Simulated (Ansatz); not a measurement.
# C2H8FNSi: a ladder of functionals and wavefunction methods

How much do the methods differ for C2H8FNSi? The plan is to run it at one geometry with functionals of several rungs and with coupled cluster. The yardstick is the atomisation energy at the CCSD(T) limit.

Program: Ansatz 0.2.0, Gaussian basis. Level of theory: functionals in def2-TZVPP, the program's frozen cores in correlated methods. These are calculated values, not measurements.

The runs, in order: LDA (SPW92), PBE-D4, revPBE-D4, BLYP-D4, r2SCAN-D4, B97M-V, PBE0-D4, B3LYP-D4, r2SCANh-D4, r2SCAN0-D4, HSE06-D4, BHLYP-D4, CAM-B3LYP-D4, LC-ωPBE, ωB97X-V, ωB97M-V, B2PLYP, PBE-QIDH; CCSD(T)/def2-SVP; CCSD(T)/def2-TZVPP; MP2/def2-QZVPP; extrapolation to the limit; RPA on PBE.

### 1 Structure used throughout

All runs share one geometry, relaxed beforehand with PBE0-D4 in a triple-zeta def2 set.

SMILES `CN[SiH](C)F`, 13 atoms, charge 0, spin multiplicity 1.

Atoms are counted from 1 here; the program's logs count them from 0.

Bond lengths: C1–N2 1.448 Å, C1–H6 1.092 Å, C1–H7 1.094 Å, C1–H8 1.096 Å, N2–Si3 1.699 Å, N2–H9 1.008 Å, Si3–C4 1.854 Å, Si3–F5 1.611 Å, Si3–H10 1.483 Å, C4–H11 1.093 Å, C4–H12 1.093 Å, C4–H13 1.092 Å. Angles: N2–C1–H6 109.8°, N2–C1–H7 111.2°, N2–C1–H8 113.1°, H6–C1–H7 107.0°, H6–C1–H8 107.4°, H7–C1–H8 108.2°, C1–N2–Si3 126.6°, C1–N2–H9 113.5°, Si3–N2–H9 117.3°, N2–Si3–C4 111.6°, N2–Si3–F5 113.3°, N2–Si3–H10 106.4°, C4–Si3–F5 105.8°, C4–Si3–H10 114.1°, F5–Si3–H10 105.7°, Si3–C4–H11 111.5°, Si3–C4–H12 110.0°, Si3–C4–H13 111.0° and more.

As a file:

```csv
atom,x (Å),y (Å),z (Å)
C1,-1.7879,0.1422,-0.3666
N2,-0.5468,-0.1768,-1.0400
Si3,1.0242,0.1368,-0.4731
C4,1.2091,-0.3227,1.3137
F5,1.4392,1.6907,-0.5710
H6,-1.6153,0.2202,0.7087
H7,-2.5320,-0.6459,-0.5155
H8,-2.2243,1.0917,-0.6976
H9,-0.6575,-0.3438,-2.0275
H10,1.9481,-0.5823,-1.3832
H11,0.5488,0.2711,1.9508
H12,2.2339,-0.1371,1.6439
H13,0.9812,-1.3788,1.4722
```

### 2 LDA

This LDA is Slater exchange with PW92 correlation.

in.yaml

```yaml
crystal:
  periodic: [false, false, false]
  atoms:
    - {symbol: C, position_ang: [-1.787887, 0.142216, -0.366555]}
    - {symbol: N, position_ang: [-0.546809, -0.176794, -1.039992]}
    - {symbol: Si, position_ang: [1.024201, 0.136828, -0.473147]}
    - {symbol: C, position_ang: [1.209110, -0.322661, 1.313693]}
    - {symbol: F, position_ang: [1.439164, 1.690683, -0.571025]}
    - {symbol: H, position_ang: [-1.615310, 0.220156, 0.708738]}
    - {symbol: H, position_ang: [-2.532028, -0.645881, -0.515468]}
    - {symbol: H, position_ang: [-2.224350, 1.091742, -0.697600]}
    - {symbol: H, position_ang: [-0.657507, -0.343790, -2.027465]}
    - {symbol: H, position_ang: [1.948076, -0.582323, -1.383176]}
    - {symbol: H, position_ang: [0.548830, 0.271092, 1.950771]}
    - {symbol: H, position_ang: [2.233855, -0.137060, 1.643943]}
    - {symbol: H, position_ang: [0.981153, -1.378808, 1.472185]}
basis:
  gaussian: {orbitals: def2-TZVPP}
hamiltonian: {xc: lda}
output: {orbitals: {seedname: orbitals}}
```

Further steps of the session: PBE-D4 (GGA); revPBE-D4 (GGA); BLYP-D4 (GGA); r2SCAN-D4 (meta-GGA); B97M-V (meta-GGA); PBE0-D4 (hybrid); B3LYP-D4 (hybrid); r2SCANh-D4 (hybrid); r2SCAN0-D4 (hybrid); HSE06-D4 (hybrid); BHLYP-D4 (hybrid); CAM-B3LYP-D4 (range-separated); LC-ωPBE-D4 (range-separated); ωB97X-V (range-separated); ωB97M-V (range-separated); B2PLYP (double hybrid); PBE-QIDH (double hybrid); CCSD(T) in def2-SVP; CCSD(T) in def2-TZVPP; MP2 in def2-QZVPP; RPA on PBE orbitals.

Before running them: what should the planned runs give, taken together? Wanted: atomisation energy, CCSD(T)/CBS; farthest beyond LDA; mean size of error, GGA; mean size of error, meta-GGA; mean size of error, hybrid; mean size of error, range-separated; mean size of error, double hybrid; gap, smallest and largest; T1 diagnostic.

As calculated:

| quantity | value |
| --- | --- |
| atomisation energy, CCSD(T)/CBS | 50.969 eV |
| functionals within 0.255 eV (0.5 %) | BLYP-D4, r2SCAN-D4, B97M-V, PBE0-D4, B3LYP-D4, HSE06-D4, LC-ωPBE, ωB97X-V, ωB97M-V |
| farthest beyond LDA | BHLYP-D4 (-1.225 eV) |
| mean size of error, GGA | 0.444 eV |
| mean size of error, meta-GGA | 0.095 eV |
| mean size of error, hybrid | 0.453 eV |
| mean size of error, range-separated | 0.181 eV |
| mean size of error, double hybrid | 0.520 eV |
| gap, smallest and largest | 5.81 eV (BLYP-D4), 13.08 eV (LC-ωPBE) |
| T1 diagnostic | 0.0104 |
| triples share of the correlation energy | 3.3 % |

**Reading.** LDA overbinds by 6.547 eV (13 %). PBE-D4 misses by +0.507 eV. Double hybrids carry the basis error of their MP2 part in triple zeta, and no dispersion term here, so their miss is partly the set-up's. The rungs meta-GGA, range-separated miss on average by less than the doubt on the reference (0.255 eV), so they tie. Misses under about 0.255 eV are within the doubt on the reference itself, which lacks core-valence correlation, relativity and higher excitations. Hartree-Fock recovers 74 % of the binding; the rest is correlation. CCSD(T) in def2-SVP is off by -3.124 eV, so the small basis spoils what the method gains. Orbital gaps span 5.8 to 13.1 eV; exact exchange widens them.
